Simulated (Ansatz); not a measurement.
# GaH₃Se: single points off equilibrium

A test off equilibrium: a structure displaced at random from a GFN2-xTB minimum is computed at several levels, and each is set against CCSD(T).

Computed with Ansatz 0.2.0, Gaussian basis. Level: single points in def2-TZVPP.

Correlated methods freeze the cores. Filled d shells of the heavier atoms are correlated.

## Step 1: Starting geometry

SMILES `[GaH2][SeH]`, 5 atoms, charge 0, spin multiplicity 1.

Atoms are counted from 1 here; the program's logs count them from 0.

Bond lengths: Ga1–Se2 2.362 Å, Ga1–H3 1.564 Å, Ga1–H4 1.536 Å, Se2–H5 1.460 Å. Angles: Se2–Ga1–H3 122.3°, Se2–Ga1–H4 122.3°, H3–Ga1–H4 115.4°, Ga1–Se2–H5 91.7°.

Geometry (Å):

```
Ga   -0.4980   -0.4670   -0.1017
Se    0.4415    1.6934    0.0729
H    -0.5458   -1.4575    1.1079
H    -1.1303   -0.9854   -1.4015
H     1.7819    1.1444    0.2552
```

## Step 2: CCSD(T)/def2-TZVPP

Input file run/in.yaml:

```yaml
crystal:
  periodic: [false, false, false]
  atoms:
    - {symbol: Ga, position_ang: [-0.498000, -0.467000, -0.101700]}
    - {symbol: Se, position_ang: [0.441500, 1.693400, 0.072900]}
    - {symbol: H, position_ang: [-0.545800, -1.457500, 1.107900]}
    - {symbol: H, position_ang: [-1.130300, -0.985400, -1.401500]}
    - {symbol: H, position_ang: [1.781900, 1.144400, 0.255200]}
basis:
  gaussian: {orbitals: def2-TZVPP}
correlation: {method: ccsd_t}
output: {forces: true}
```

No record of the launch command was kept for these runs.

## Step 3: PBE0-D4/def2-TZVPP

Edit run/in.yaml of step 2 so:

```diff
@@ -10,3 +10,3 @@
   gaussian: {orbitals: def2-TZVPP}
-correlation: {method: ccsd_t}
-output: {forces: true}
+hamiltonian: {xc: pbe0, dispersion: d4}
+output: {forces: true, orbitals: {seedname: orbitals}}
```

## Step 4: wB97M-V/def2-TZVPP

Edit run/in.yaml of step 3 so:

```diff
@@ -10,3 +10,3 @@
   gaussian: {orbitals: def2-TZVPP}
-hamiltonian: {xc: pbe0, dispersion: d4}
-output: {forces: true, orbitals: {seedname: orbitals}}
+hamiltonian: {xc: {name: wB97M-V}}
+output: {forces: true}
```

## Step 5: r2SCAN-D4/def2-TZVPP

Edit run/in.yaml of step 4 so:

```diff
@@ -10,3 +10,3 @@
   gaussian: {orbitals: def2-TZVPP}
-hamiltonian: {xc: {name: wB97M-V}}
+hamiltonian: {xc: r2scan, dispersion: d4}
 output: {forces: true}
```

## Step 6: PBE-D4/def2-TZVPP

Edit run/in.yaml of step 5 so:

```diff
@@ -10,3 +10,3 @@
   gaussian: {orbitals: def2-TZVPP}
-hamiltonian: {xc: r2scan, dispersion: d4}
+hamiltonian: {xc: pbe, dispersion: d4}
 output: {forces: true}
```

## Step 7: r2SCANh-D4/def2-TZVPP

Edit run/in.yaml of step 6 so:

```diff
@@ -10,3 +10,3 @@
   gaussian: {orbitals: def2-TZVPP}
-hamiltonian: {xc: pbe, dispersion: d4}
+hamiltonian: {xc: {name: r2SCANh}, dispersion: d4}
 output: {forces: true}
```

## Step 8: B97M-V/def2-TZVPP

Edit run/in.yaml of step 7 so:

```diff
@@ -10,3 +10,3 @@
   gaussian: {orbitals: def2-TZVPP}
-hamiltonian: {xc: {name: r2SCANh}, dispersion: d4}
+hamiltonian: {xc: {name: B97M-V}}
 output: {forces: true}
```

(Steps that only read results are left out.)

Before running it: what results should come out? Wanted: energy less free atoms, CCSD(T)/def2-TZVPP; RMS force component; RMS force error; HOMO and LUMO, PBE0-D4; T1 diagnostic.

As calculated:

| quantity | value |
| --- | --- |
| energy less free atoms, CCSD(T)/def2-TZVPP | -1118.5 kJ/mol |
| RMS force component | 0.194 to 0.300 eV/Å over the methods |
| RMS force error | PBE0-D4 0.051, wB97M-V 0.018, r2SCAN-D4 0.031, PBE-D4 0.164, r2SCANh-D4 0.020, B97M-V 0.057 eV/Å |
| HOMO and LUMO, PBE0-D4 | -6.91 and -2.00 eV |
| T1 diagnostic | 0.011 |

Against CCSD(T) the functionals' energies less atoms differ by -21.4 to +9.1 kJ/mol, PBE-D4 by +5.9 kJ/mol. The reference is not at the basis limit: in triple zeta CCSD(T) underbinds, which counts against methods that bind more; the gaps are no ranking. The forces of wB97M-V come nearest to CCSD(T), those of PBE-D4 are farthest. Frozen-core CCSD(T) forces in triple zeta carry basis errors of their own, and this is one geometry, so small gaps rank nothing.
